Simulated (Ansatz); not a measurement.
# Cs3Li2: the cost of one run

Method: DFT PBE, scalar-relativistic, plane waves, PAW, in Ansatz 0.2.0.

## (1) The structure to begin with

Symmetry: Pm-3m, No. 221, cubic system. The conventional cell has a = 5.708 Å, b = 5.708 Å, c = 5.708 Å, α = 90.00°, β = 90.00°, γ = 90.00°. Cs (site symmetry 4/mmm) has 2 Li at 2.85 Å as nearest neighbours. Li (site symmetry m-3m) is surrounded by 6 Cs at 2.85 Å. Li (site symmetry m-3m) is surrounded by 12 Cs at 4.04 Å.

As a file:

```xyz
5
Lattice="5.7078 0.0000 0.0000 0.0000 5.7078 0.0000 0.0000 0.0000 5.7078" Properties=species:S:1:pos:R:3 pbc="T T T"
Cs    0.0000    2.8539    2.8539
Cs    2.8539    0.0000    2.8539
Cs    2.8539    2.8539    0.0000
Li    2.8539    2.8539    2.8539
Li    0.0000    0.0000    0.0000
```

Recipe of the guess: random cell by space group and Wyckoff sites (Pm-3m, No. 221). Lengths come from tabulated atomic sizes and are only a guess.

## (2) Probe: one point on a coarse mesh

File input.yaml:

```yaml
crystal:
  lattice:
    - [5.70779621, 0.0, 0.0]
    - [0.0, 5.70779621, 0.0]
    - [0.0, 0.0, 5.70779621]
  atoms:
    - { symbol: Cs, position: [0.0, 0.5, 0.5] }
    - { symbol: Cs, position: [0.5, 0.0, 0.5] }
    - { symbol: Cs, position: [0.5, 0.5, 0.0] }
    - { symbol: Li, position: [0.5, 0.5, 0.5] }
    - { symbol: Li, position: [0.0, 0.0, 0.0] }
basis:
  ecutwfc: 420
kpoints:
  mp_grid: { grid: [4, 4, 4] }
hamiltonian:
  xc: pbe
scf:
  occupations: { method: gaussian, width: 0.1 }
  lower_state_search: "off"
output:
  forces: true
  stress: true
  eigenvalues: true
```

Run with:

```console
$ ansatz run input.yaml --threads 1 --pin off --max-ram 2048MiB --backend cpu --events-out ev --progress --plain --runs-dir out
```

**Question.** How long does this run take on 1 thread of Arm Neoverse V2, shared host, and how much memory does it need?

About 3.1 s, with a peak of 0.38 GiB.
